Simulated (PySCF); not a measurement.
# CH7B2N: the cost of one run

The runs use PySCF 2.14.0, with density-fitted response routines of our own; the level of theory stands in each step. All values are computed, except where a source is named. Atoms count from 0, in the outputs and in this text.

## (1) The starting structure

11 atoms, charge 0, multiplicity 1; geometry from: PBE0-D3(BJ)/def2-SVP.

Bonds of the start (Å): B0–C1 1.54, C1–B2 1.59, B2–N3 1.39, B0–H4 1.21, B0–H5 1.21, C1–H6 1.10, C1–H7 1.10, B2–H8 1.21, N3–H9 1.01, N3–H10 1.01.

## (2) Nuclear shieldings: PBE0/pcSseg-2

The job: settings as JSON, then the geometry in Å.

```
{"job": {"kind": "nmr", "xc": "PBE0", "basis": "pcSseg-2", "pop": false}, "charge": 0, "multiplicity": 1}
B     -1.557648     0.234477    -0.317752
C     -0.578826    -0.629889     0.503104
B      0.750382    -0.436364    -0.355554
N      1.598566     0.645905    -0.133137
H     -1.781368     1.385906    -0.008799
H     -2.061161    -0.187229    -1.336533
H     -0.421680    -0.271285     1.531719
H     -0.822876    -1.702622     0.477579
H      1.038733    -1.202741    -1.247902
H      2.446531     0.794237    -0.663573
H      1.430659     1.350235     0.575016
```

With the program's defaults for keys left out, this is: GIAO PBE0/pcSseg-2 NMR shielding, non-relativistic, gas phase.

On the command line:

```bash
OMP_NUM_THREADS=1 python probes_run.py task.json out
```

The driver reads the jobs from task.json and runs them one after another.

**Question.** How long does this first job take on 1 thread of Arm Neoverse V1, shared host, and how much memory does it need?

About 18 s, with a peak of 0.9 GiB.
